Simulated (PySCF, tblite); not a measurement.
# C₅H₄F₄O: geometry, infrared bands and NMR shifts

What infrared bands and NMR shifts should C₅H₄F₄O (`F[C@@H]1C[C@]2(F)O[C@]2(F)[C@@H]1F`) show?

Programs: tblite 0.8.0 and PySCF 2.14.0, with density-fitted response routines of our own. Each step states its level of theory. These are calculated values for one molecule in the gas phase, unless marked as measured. Atoms are numbered from 0 throughout.

## Step 1: The molecule as given

14 atoms, charge 0, multiplicity 1; geometry from: force field or distance geometry start.

Bonds of the start (Å): F0–C1 1.40, C1–C2 1.53, C2–C3 1.49, C3–F4 1.37, C3–O5 1.38, O5–C6 1.39, C6–F7 1.37, C6–C8 1.50, C8–F9 1.37, C8–C1 1.52, C6–C3 1.51, C1–H10 1.09, C2–H11 1.10, C2–H12 1.12, C8–H13 1.11.

## Step 2: Geometry optimisation with GFN2-xTB

The job: settings as JSON, then the geometry in Å.

```
{"job": {"kind": "relax", "xc": "GFN2-xTB", "basis": "xTB"}, "charge": 0, "multiplicity": 1}
F     -0.555300     0.302300     1.878700
C     -1.029800     0.303000     0.560700
C     -0.650600    -1.045500    -0.058300
C      0.834700    -0.983700     0.079600
F      1.630300    -2.009100    -0.343300
O      1.425500    -0.120300     0.978900
C      1.148700     0.451300    -0.253900
F      2.160700     0.741300    -1.129500
C     -0.153500     1.190100    -0.309100
F     -0.101100     2.482100     0.131500
H     -2.097600     0.527700     0.488300
H     -1.142800    -1.895000     0.436800
H     -0.911300    -1.031700    -1.143500
H     -0.558600     1.087200    -1.339100
```

Run with:

```sh
OMP_NUM_THREADS=1 python probes_run.py task.json out
```

The driver reads the jobs from task.json and runs them one after another.

**Question.** This job is followed by: GFN2-xTB harmonic vibrations, gas phase; GIAO PBE0/pcSseg-1 NMR shielding, non-relativistic, gas phase. Predict these results of the whole session: strongest single infrared mode (GFN2-xTB); zero-point energy (GFN2-xTB); 13C shifts against TMS (PBE0/pcSseg-1); 1H shifts against TMS (PBE0/pcSseg-1); 19F shifts against CFCl3 (PBE0/pcSseg-1); 17O shifts against H2O (PBE0/pcSseg-1).

The runs gave:

| quantity | value |
| --- | --- |
| strongest single infrared mode (GFN2-xTB) | 1472 cm⁻¹, 126 km/mol |
| zero-point energy (GFN2-xTB) | 54.6 kcal/mol |
| 13C shifts against TMS (PBE0/pcSseg-1) | 99.2, 97.9, 94.8, 87.9, 39.3 ppm |
| 1H shifts against TMS (PBE0/pcSseg-1) | 5.48, 5.10, 2.82, 2.47 ppm |
| 19F shifts against CFCl3 (PBE0/pcSseg-1) | -180.4, -190.7, -221.7, -256.6 ppm |
| 17O shifts against H2O (PBE0/pcSseg-1) | 122.2 ppm |

What this shows: Over 43 steps the energy fell by 0.816 eV; of the close pairs, C3–C6 changed most, 1.506 to 1.467 Å. All 36 modes are real, so the xTB geometry is a minimum. The strongest single mode, at 1472 cm⁻¹, moves mainly C3 and C6. Unscaled tight-binding wavenumbers are off by several per cent, some by more. Its intensities can rank the bands wrongly. At PBE0/pcSseg-1: The largest span, 253 ppm, is at O5, where the paramagnetic term is -186 ppm.
